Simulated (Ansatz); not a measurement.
CH₄AlF₃O, SMILES C[OH+][Al-]([F])([F])[F], harmonic frequencies at the relaxed geometry

Computed with the Ansatz DFT code, driven from Python.

Run as a notebook:

**Cell 1**
```python
import itertools

import ansatz as az
from ase.data import atomic_numbers, covalent_radii
import numpy as np

geometry_ang = [
    ('C', (0.4052, -1.0677, 0.8227)),
    ('O', (0.8847, -0.0169, -0.0163)),
    ('Al', (-0.5113, 1.0784, -0.6499)),
    ('F', (-1.5752, 0.1088, -1.5973)),
    ('F', (0.2188, 2.3592, -1.7009)),
    ('F', (-1.3294, 1.8516, 0.7574)),
    ('H', (1.2096, -1.6769, 1.1636)),
    ('H', (-0.3408, -1.6465, 0.2644)),
    ('H', (-0.1092, -0.5667, 1.761)),
    ('H', (1.2307, -0.4744, -0.8017)),
]
geometry = az.Crystal.molecule()
for symbol, xyz in geometry_ang:
    geometry = geometry.atom(symbol, xyz)

calc = geometry.calculation().basis(gaussian='def2-SVP').functional('cam_b3lyp')
symbols = [site.symbol for site in geometry.cartesian_sites]
start = np.array([site.position_ang for site in geometry.cartesian_sites], dtype=float)
report = calc.relax(force_tolerance=0.003, max_steps=100).run().report
end = np.array(report['positions_ang'])

# pairs closer than 1.2 times the sum of covalent radii, before or after
radius = [covalent_radii[atomic_numbers[s]] for s in symbols]
span = lambda where, i, j: np.linalg.norm(where[i] - where[j])
bonded = [(i, j) for i, j in itertools.combinations(range(len(symbols)), 2) if min(span(start, i, j), span(end, i, j)) < 1.2 * (radius[i] + radius[j])]
print('pair        before    after (A)')
for i, j in bonded:
    print(f'{symbols[i]}{i}-{symbols[j]}{j}'.ljust(10), f'{span(start, i, j):8.4f} {span(end, i, j):8.4f}')
```
Output:
```text
pair        before    after (A)
C0-O1        1.4276   1.4380
C0-H6        1.0651   1.0983
C0-H7        1.0969   1.0976
C0-H8        1.1815   1.0943
O1-Al2       1.8841   1.9153
O1-H9        0.9726   0.9688
Al2-F3       1.7232   1.6561
Al2-F4       1.8106   1.6640
Al2-F5       1.8021   1.6651
```

**Cell 2**
```python
# frequencies need a stationary point, so they are taken at the relaxed geometry
minimum = az.Crystal.molecule()
for symbol, place in zip(symbols, end):
    minimum = minimum.atom(symbol, place.tolist())
vibrating = (
    minimum.calculation()
    .basis(gaussian='def2-SVP')
    .functional('cam_b3lyp')
    .phonons(temperatures=(298.15, 498.15, 100))
)
vib = vibrating.run().report['vibrations']
sums = vib['harmonic_sums']
modes = [m['omega_inv_cm'] for m in sums['modes_at_gamma'] if m['rigid_motion'] == 'no']
for number, w in enumerate(modes, start=1):
    print(f'mode {number:2d} {w:9.1f} 1/cm {w / 8065.544 * 1000:8.2f} meV')
print('imaginary modes:', sum(w < 0 for w in modes), ' zero-point energy:', round(sums['zero_point_energy_ev'], 4), 'eV')
print('T (K)   F_vib (eV)   S_vib (meV/K)   C_vib (meV/K)')
for row in zip(sums['temperatures_k'], sums['vibrational_free_energy_ev'], vib['entropy_ev_per_k'], vib['heat_capacity_ev_per_k']):
    print(f'{row[0]:6.1f} {row[1]:11.4f} {1000 * row[2]:13.4f} {1000 * row[3]:15.4f}')
```
Output:
```text
mode  1      47.7 1/cm     5.91 meV
mode  2      69.6 1/cm     8.63 meV
mode  3     129.3 1/cm    16.03 meV
mode  4     169.2 1/cm    20.98 meV
mode  5     211.4 1/cm    26.21 meV
mode  6     253.4 1/cm    31.42 meV
mode  7     271.1 1/cm    33.61 meV
mode  8     328.7 1/cm    40.76 meV
mode  9     459.7 1/cm    57.00 meV
mode 10     505.5 1/cm    62.68 meV
mode 11     698.1 1/cm    86.55 meV
mode 12     933.6 1/cm   115.75 meV
mode 13     946.2 1/cm   117.32 meV
mode 14    1054.5 1/cm   130.74 meV
mode 15    1120.9 1/cm   138.98 meV
mode 16    1182.6 1/cm   146.63 meV
mode 17    1358.0 1/cm   168.37 meV
mode 18    1464.0 1/cm   181.52 meV
mode 19    1483.1 1/cm   183.88 meV
mode 20    1490.4 1/cm   184.78 meV
mode 21    3084.1 1/cm   382.38 meV
mode 22    3186.6 1/cm   395.09 meV
mode 23    3226.9 1/cm   400.08 meV
mode 24    3826.8 1/cm   474.46 meV
imaginary modes: 0  zero-point energy: 1.7049 eV
T (K)   F_vib (eV)   S_vib (meV/K)   C_vib (meV/K)
 298.1      1.5557        1.0089          0.8736
 398.1      1.4407        1.2858          1.0451
 498.1      1.2994        1.5359          1.1881
```

The frequencies are harmonic and unscaled, in a modest basis. The result belongs to the one conformer reached from this start, and soft torsions count as harmonic oscillators. Wall time of the script: 4.4 min on 1 thread of Intel(R) Xeon(R) 6975P-C (Granite Rapids) (shared host), peak memory 0.37 GiB.

(Lines on the test bed's own set-up are left out of the output.)
